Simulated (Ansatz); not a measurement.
Runs of Ansatz 0.2.0 on GaF. It takes space group F-43m (No. 216, cubic). The conventional cell has a = 5.692 Å, b = 5.692 Å, c = 5.692 Å, α = 90.00°, β = 90.00°, γ = 90.00°. Around Ga (site symmetry -43m) lie 4 F at 2.46 Å. Around F (site symmetry -43m) lie 4 Ga at 2.46 Å. The cell was built by a generator and needn't be a form met in nature.

| cell | target pressure (GPa) | gap on the mesh (eV) | pressure (GPa) |
| --- | --- | --- | --- |
| relaxed to 20 GPa | 20 | 0.39 | 20.0 |
| relaxed to 5 GPa | 5 | (b) | 5.0 |
| relaxed to 30 GPa | 30 | none | 30.0 |
| relaxed to 10 GPa | 10 | 1.16 | 10.0 |
| relaxed to 2 GPa | 2 | 1.99 | 2.0 |
| relaxed | 0 | (a) | 0.0 |

Alike in all rows: task relaxation of cell and atoms; level PBE; potentials or basis Ansatz PAW; no spin polarisation; k mesh 8 × 8 × 8; cutoff (eV) 420; smearing fermi-dirac 0.05 eV.

Problem. Estimate the missing entries.

Solution. (a) 2.27; (b) 1.64.

Caveats: the plane-wave basis is chosen anew once the cell has moved, so the energies of steps on either side of that aren't comparable.

A k mesh can miss the band edges, and the runs leave out spin-orbit coupling on Ga.

A gap of «none» marks a metal or a gap under the smearing width.
